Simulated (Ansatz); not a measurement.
# AlCo: the lattice on heating

Aim: thermal expansion in the quasi-harmonic approximation. Runs: cell and atoms relaxed (PAW); reference run (PAW).

Computed with Ansatz 0.2.0 (DFT PBEsol, frozen-core PAW, scalar-relativistic unless said, unless a step's input says otherwise).

## (1) Starting point

It takes space group Pm-3m (No. 221, cubic). The conventional cell has a = 2.819 Å, b = 2.819 Å, c = 2.819 Å, α = 90.00°, β = 90.00°, γ = 90.00°. Around Al (site symmetry m-3m) lie 8 Co at 2.44 Å. Around Co (site symmetry m-3m) lie 8 Al at 2.44 Å.

Coordinates:

```cif
data_structure
_symmetry_space_group_name_H-M 'P 1'
_symmetry_Int_Tables_number 1
_cell_length_a 2.8194
_cell_length_b 2.8194
_cell_length_c 2.8194
_cell_angle_alpha 90.000
_cell_angle_beta 90.000
_cell_angle_gamma 90.000
_cell_volume 22.41
loop_
_atom_site_label
_atom_site_type_symbol
_atom_site_fract_x
_atom_site_fract_y
_atom_site_fract_z
_atom_site_occupancy
Al1 Al 0.00000 0.00000 0.00000 1
Co1 Co 0.50000 0.50000 0.50000 1
```

Cartesian axes are those of the input's lattice vectors. The structure goes back to a database entry.

## (2) Cell and atoms relaxed, PAW

Input file input.yaml:

```yaml
crystal:
  lattice:
    - [2.81940321, 0.0, 0.0]
    - [0.0, 2.81940321, 0.0]
    - [0.0, 0.0, 2.81940321]
  atoms:
    - { symbol: Al, position: [0.0, 0.0, 0.0] }
    - { symbol: Co, position: [0.5, 0.5, 0.5] }
kpoints:
  mp_grid: { grid: [12, 12, 12] }
scf:
  occupations: { method: fermi_dirac, width: 0.1 }
hamiltonian:
  xc: pbesol
  pseudopotentials: { kind: paw }
relax:
  f_tol: 0.002
  max_steps: 80
  cell: {}
output:
  forces: true
  stress: true
```

Started as:

```bash
ansatz run input.yaml --threads 2 --pin off --max-ram 5120MiB --backend cpu --events-out ev --progress --plain --runs-dir out
```

## (3) Reference run, PAW

Input file input.yaml:

```yaml
crystal:
  lattice:
    - [2.82343537865, 0.0, 0.0]
    - [0.0, 2.82343537865, 0.0]
    - [0.0, 0.0, 2.82343537865]
  atoms:
    - { symbol: Al, position: [0.0, 0.0, 0.0] }
    - { symbol: Co, position: [0.5, 0.5, 0.5] }
kpoints:
  mp_grid: { grid: [12, 12, 12] }
scf:
  occupations: { method: fermi_dirac, width: 0.1 }
hamiltonian:
  xc: pbesol
  pseudopotentials: { kind: paw }
phonons:
  qmesh: [4, 4, 4]
  thermal_expansion: {}
  temperatures: { t_min: 0, t_max: 800, t_step: 50 }
```

What does the calculation give?

As calculated:

| quantity | value |
| --- | --- |
| volume expansion at 300 K | 28.9 × 10⁻⁶/K |
| K_T at 300 K | 185 GPa |

In words: At 300 K the volume grows by 29 × 10⁻⁶ per kelvin, a third of that along each axis of the cubic cell. Anharmonicity beyond the change of volume is left out, which matters more as T rises. Cautions: frozen-core PAW files fitted under PBE, their cores solved anew for the functional of the run; responses of metals move with mesh and smearing; expansion moves with the q mesh.

No run allows spin polarisation, though the cell holds Co.
